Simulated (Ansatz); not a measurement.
# C2H7AlO: up Jacob's ladder to CCSD(T)

The task here is to estimate one member of a computed series from the others.

Computed with Ansatz 0.2.0, Gaussian basis. Level: functionals in def2-TZVPP, the program's frozen cores in correlated methods.

Plan: LDA (SPW92), PBE-D4, revPBE-D4, BLYP-D4, r2SCAN-D4, B97M-V, PBE0-D4, B3LYP-D4, r2SCANh-D4, r2SCAN0-D4, HSE06-D4, BHLYP-D4, CAM-B3LYP-D4, LC-ωPBE, ωB97X-V, ωB97M-V, B2PLYP, PBE-QIDH; CCSD(T)/def2-SVP; CCSD(T)/def2-TZVPP; MP2/def2-QZVPP; extrapolation to the limit; RPA on PBE.

## The geometry

All runs share one geometry, relaxed beforehand with PBE0-D4 in a triple-zeta def2 set.

11 atoms, charge 0, spin multiplicity 1.

Atoms are counted from 1 here; the program's logs count them from 0.

Bond lengths: O1–C2 1.487 Å, O1–Al4 1.994 Å, O1–H5 0.961 Å, C2–C3 1.508 Å, C2–H6 1.092 Å, C2–H7 1.092 Å, C3–Al4 2.006 Å, C3–H8 1.090 Å, C3–H9 1.089 Å, Al4–H10 1.600 Å, Al4–H11 1.593 Å. Angles: C2–O1–Al4 91.6°, C2–O1–H5 113.4°, Al4–O1–H5 128.9°, O1–C2–C3 103.3°, O1–C2–H6 106.3°, O1–C2–H7 107.6°, C3–C2–H6 116.3°, C3–C2–H7 113.0°, H6–C2–H7 109.6°, C2–C3–Al4 90.5°, C2–C3–H8 112.4°, C2–C3–H9 112.4°, Al4–C3–H8 115.2°, Al4–C3–H9 116.3°, H8–C3–H9 109.1°, O1–Al4–C3 71.9°, O1–Al4–H10 104.7°, O1–Al4–H11 109.2° and more.

The first run:

The input, in.yaml:

```yaml
crystal:
  periodic: [false, false, false]
  atoms:
    - {symbol: O, position_ang: [-0.713994, 0.608201, -0.851466]}
    - {symbol: C, position_ang: [-0.226537, 0.921316, 0.518415]}
    - {symbol: C, position_ang: [0.284491, -0.407220, 1.015576]}
    - {symbol: Al, position_ang: [0.241177, -1.141718, -0.850467]}
    - {symbol: H, position_ang: [-0.625843, 1.343313, -1.464757]}
    - {symbol: H, position_ang: [-1.075880, 1.345808, 1.056987]}
    - {symbol: H, position_ang: [0.560218, 1.672305, 0.425110]}
    - {symbol: H, position_ang: [-0.403522, -0.880773, 1.715966]}
    - {symbol: H, position_ang: [1.266491, -0.326208, 1.480290]}
    - {symbol: H, position_ang: [1.534872, -0.897422, -1.759354]}
    - {symbol: H, position_ang: [-0.776171, -2.294602, -1.265700]}
basis:
  gaussian: {orbitals: def2-TZVPP}
hamiltonian: {xc: lda}
output: {orbitals: {seedname: orbitals}}
```

On the command line:

```bash
$ ansatz run in.yaml --threads 2 --pin off --events-out ev --progress --plain --max-ram 4352MiB
```

Steps of the session up to this table: LDA; PBE-D4 (GGA); revPBE-D4 (GGA); BLYP-D4 (GGA); r2SCAN-D4 (meta-GGA); B97M-V (meta-GGA); PBE0-D4 (hybrid); B3LYP-D4 (hybrid); r2SCANh-D4 (hybrid); r2SCAN0-D4 (hybrid); HSE06-D4 (hybrid); BHLYP-D4 (hybrid); CAM-B3LYP-D4 (range-separated); LC-ωPBE (range-separated); ωB97X-V (range-separated); ωB97M-V (range-separated); B2PLYP (double hybrid); PBE-QIDH (double hybrid).

One of the session's tables, all rows but one given; the rest of the session is left out.

It belongs to the step «Orbital energies across the functionals». 

```
  functional  HOMO (eV)  gap (eV)
 LDA (SPW92)      -6.10      4.80
      PBE-D4      -5.99      4.87
   revPBE-D4      -5.94      4.91
     BLYP-D4      -5.86      4.78
   r2SCAN-D4      -6.23      5.64
      B97M-V      -6.35      5.44
     PBE0-D4      -7.20      6.93
    B3LYP-D4      -6.99      6.43
  r2SCANh-D4      -6.69      6.36
  r2SCAN0-D4      -7.37      7.43
    HSE06-D4      -6.80      6.16
    BHLYP-D4      -8.34      8.78
CAM-B3LYP-D4      -8.57      9.12
     LC-ωPBE      -9.94     11.71
     ωB97X-V      -9.58     11.18
     ωB97M-V          ?         ?
```

Estimate the missing values for ωB97M-V.

As computed: HOMO (eV): -9.43; gap (eV): 10.62. In the column «HOMO (eV)» it lies between ωB97X-V (-9.58) and CAM-B3LYP-D4 (-8.57).
